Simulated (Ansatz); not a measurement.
# Sc2Ga5As: the cost of one run

Computed with Ansatz 0.2.0 (DFT PBE, scalar-relativistic, plane waves, PAW, unless a step names another level, unless a step's input says otherwise).

3 further runs of the same task are left out: 2 that didn't finish, 1 set aside as unsound or not needed.

## (1) The system as given

The structure is tetragonal, space group P4/nmm (No. 129). The conventional cell has a = 4.069 Å, b = 4.069 Å, c = 17.821 Å, α = 90.00°, β = 90.00°, γ = 90.00°. Sc (site symmetry 4mm) is surrounded by 5 As at 2.70 to 2.88 Å and 4 Ga at 2.96 Å. Around Sc (site symmetry 4mm) lie 12 Ga at 2.80 to 3.00 Å. Around Ga (site symmetry 2mm) lie 4 Sc at 2.80 to 2.96 Å and 6 Ga at 2.88 to 3.01 Å and 2 As at 2.95 Å. Around Ga (site symmetry 4mm) lie 8 Ga at 2.80 to 3.01 Å and 4 Sc at 2.89 Å. Around Ga (site symmetry 2mm) lie 7 Ga at 2.56 to 2.88 Å. As (site symmetry 4mm) is surrounded by 5 Sc at 2.70 to 2.88 Å and 4 Ga at 2.95 Å.

Structure file:

```
Sc Ga As
1.0
     4.06949    0.00000    0.00000
     0.00000    4.06949    0.00000
     0.00000    0.00000   17.82110
Sc Ga As
4 10 2
Direct
  0.00000 0.50000 0.92505
  0.50000 0.00000 0.07495
  0.50000 0.00000 0.30425
  0.00000 0.50000 0.69575
  0.00000 0.00000 0.19593
  0.50000 0.50000 0.19593
  0.50000 0.50000 0.80407
  0.00000 0.00000 0.80407
  0.00000 0.50000 0.32011
  0.50000 0.50000 0.57190
  0.50000 0.50000 0.42810
  0.00000 0.00000 0.57190
  0.00000 0.00000 0.42810
  0.50000 0.00000 0.67989
  0.00000 0.50000 0.07638
  0.50000 0.00000 0.92362
```

It came out lowest among 19 distinct ends of the trial cells. At a tolerance of 0.05 Å it has space group P4/nmm (No. 129).

## (2) Static run: bands, density of states and charges

File input.yaml:

```yaml
crystal:
  lattice:
    - [4.0694871593, 0.0, 0.0]
    - [0.0, 4.0694871593, 0.0]
    - [0.0, 0.0, 17.8211001685]
  atoms:
    - { symbol: Sc, position: [0.0, 0.5, 0.9250530152] }
    - { symbol: Sc, position: [0.5, 0.0, 0.0749469848] }
    - { symbol: Sc, position: [0.5, 0.0, 0.3042508227] }
    - { symbol: Sc, position: [0.0, 0.5, 0.6957491773] }
    - { symbol: Ga, position: [0.0, 0.0, 0.1959319088] }
    - { symbol: Ga, position: [0.5, 0.5, 0.1959319088] }
    - { symbol: Ga, position: [0.5, 0.5, 0.8040680912] }
    - { symbol: Ga, position: [0.0, 0.0, 0.8040680912] }
    - { symbol: Ga, position: [0.0, 0.5, 0.3201099281] }
    - { symbol: Ga, position: [0.5, 0.5, 0.5718959747] }
    - { symbol: Ga, position: [0.5, 0.5, 0.4281040253] }
    - { symbol: Ga, position: [0.0, 0.0, 0.5718959747] }
    - { symbol: Ga, position: [0.0, 0.0, 0.4281040253] }
    - { symbol: Ga, position: [0.5, 0.0, 0.6798900719] }
    - { symbol: As, position: [0.0, 0.5, 0.076377748] }
    - { symbol: As, position: [0.5, 0.0, 0.923622252] }
basis:
  ecutwfc: 420
kpoints:
  mp_grid: { grid: [8, 8, 2] }
  band_path:
    path:
      - [[0.0, 0.0, 0.0], [0.0, 0.5, 0.0], [0.5, 0.5, 0.0], [0.0, 0.0, 0.0], [0.0, 0.0, 0.5], [0.0, 0.5, 0.5], [0.5, 0.5, 0.5], [0.0, 0.0, 0.5]]
      - [[0.0, 0.5, 0.0], [0.0, 0.5, 0.5]]
      - [[0.5, 0.5, 0.0], [0.5, 0.5, 0.5]]
    npoints: 10
hamiltonian:
  xc: pbe
scf:
  occupations: { method: gaussian, width: 0.1 }
  n_extra_bands: 40
output:
  forces: true
  stress: true
  eigenvalues: true
  populations: true
  dos: { projected: true, de: 0.02, nscf_kmesh: { grid: [10, 10, 3] } }
  bader: false
  write_density: true
  write_potential: true
  elf: true
  volumetric_format: npy
```

Run with:

```
$ ansatz run input.yaml --threads 1 --pin off --max-ram 2560MiB --backend cpu --events-out ev --progress --plain --runs-dir out
```

What time and memory should one allow on 1 thread of Intel Xeon at 2.70GHz, shared host?

About 5.1 min, with a peak of 2.2 GiB.
